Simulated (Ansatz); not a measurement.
# CH5BN2: up Jacob's ladder to CCSD(T)

One table from this session's results is given with a row withheld; the runs are named, their logs left out.

Program: Ansatz 0.2.0, Gaussian basis. Level of theory: functionals in def2-TZVPP, the program's frozen cores in correlated methods. These are calculated values, not measurements.

Levels to be run: LDA (SPW92), PBE-D4, revPBE-D4, BLYP-D4, r2SCAN-D4, B97M-V, PBE0-D4, B3LYP-D4, r2SCANh-D4, r2SCAN0-D4, HSE06-D4, BHLYP-D4, CAM-B3LYP-D4, LC-ωPBE, ωB97X-V, ωB97M-V, B2PLYP, PBE-QIDH; CCSD(T)/def2-SVP; CCSD(T)/def2-TZVPP; MP2/def2-QZVPP; extrapolation to the limit; RPA on PBE.

### The geometry

An earlier PBE0-D4 in a triple-zeta def2 set relaxation fixed the geometry.

9 atoms, charge 0, spin multiplicity 1.

Atoms are counted from 1 here; the program's logs count them from 0.

Bond lengths: B1–N2 1.430 Å, B1–N4 1.430 Å, B1–H5 1.191 Å, N2–C3 1.458 Å, N2–H6 1.003 Å, C3–N4 1.458 Å, C3–H7 1.097 Å, C3–H8 1.097 Å, N4–H9 1.003 Å. Angles: N2–B1–N4 92.5°, N2–B1–H5 133.7°, N4–B1–H5 133.7°, B1–N2–C3 88.7°, B1–N2–H6 135.4°, C3–N2–H6 124.3°, N2–C3–N4 90.2°, N2–C3–H7 113.7°, N2–C3–H8 114.4°, N4–C3–H7 114.4°, N4–C3–H8 113.7°, H7–C3–H8 109.6°, B1–N4–C3 88.7°, B1–N4–H9 135.5°, C3–N4–H9 124.3°.

Set-up of the first run:

in.yaml reads:

```yaml
crystal:
  periodic: [false, false, false]
  atoms:
    - {symbol: B, position_ang: [-0.538099, 0.903828, -0.424192]}
    - {symbol: N, position_ang: [0.763940, 0.350105, -0.630863]}
    - {symbol: C, position_ang: [0.430096, -0.702400, 0.321981]}
    - {symbol: N, position_ang: [-0.891547, -0.116161, 0.513494]}
    - {symbol: H, position_ang: [-1.109556, 1.851861, -0.864610]}
    - {symbol: H, position_ang: [1.686504, 0.721989, -0.761457]}
    - {symbol: H, position_ang: [0.419966, -1.707135, -0.117078]}
    - {symbol: H, position_ang: [1.046892, -0.704084, 1.228587]}
    - {symbol: H, position_ang: [-1.719798, -0.644404, 0.717039]}
basis:
  gaussian: {orbitals: def2-TZVPP}
hamiltonian: {xc: lda}
output: {orbitals: {seedname: orbitals}}
```

Among the steps run: LDA; PBE-D4 (GGA); revPBE-D4 (GGA); BLYP-D4 (GGA); r2SCAN-D4 (meta-GGA); B97M-V (meta-GGA); PBE0-D4 (hybrid); B3LYP-D4 (hybrid); r2SCANh-D4 (hybrid); r2SCAN0-D4 (hybrid); HSE06-D4 (hybrid); BHLYP-D4 (hybrid); CAM-B3LYP-D4 (range-separated); LC-ωPBE (range-separated); ωB97X-V (range-separated); ωB97M-V (range-separated); B2PLYP (double hybrid); PBE-QIDH (double hybrid).

One table of the session follows, with a row left open; its other results are not shown here.

It belongs to the step «Frontier levels by functional». 

| functional | HOMO (eV) | LUMO (eV) | gap (eV) |
| --- | --- | --- | --- |
| LDA (SPW92) | -5.79 | -0.06 | 5.73 |
| PBE-D4 | -5.62 | 0.13 | 5.76 |
| revPBE-D4 | -5.56 | 0.21 | 5.77 |
| BLYP-D4 | -5.48 | 0.22 | 5.71 |
| r2SCAN-D4 | -5.89 | 0.52 | 6.41 |
| B97M-V | ? | ? | ? |
| PBE0-D4 | -7.00 | 1.02 | 8.02 |
| B3LYP-D4 | -6.75 | 0.76 | 7.51 |
| r2SCANh-D4 | -6.41 | 0.83 | 7.24 |
| r2SCAN0-D4 | -7.20 | 1.28 | 8.48 |
| HSE06-D4 | -6.59 | 0.65 | 7.25 |
| BHLYP-D4 | -8.29 | 1.80 | 10.09 |
| CAM-B3LYP-D4 | -8.41 | 1.93 | 10.34 |
| LC-ωPBE | -9.81 | 3.10 | 12.91 |
| ωB97X-V | -9.44 | 2.97 | 12.41 |
| ωB97M-V | -9.36 | 2.55 | 11.91 |

**Question.** Estimate the row for B97M-V.

**Answer.** HOMO (eV): -6.01; LUMO (eV): 0.37; gap (eV): 6.38. In the column «HOMO (eV)» it lies between r2SCANh-D4 (-6.41) and r2SCAN-D4 (-5.89).
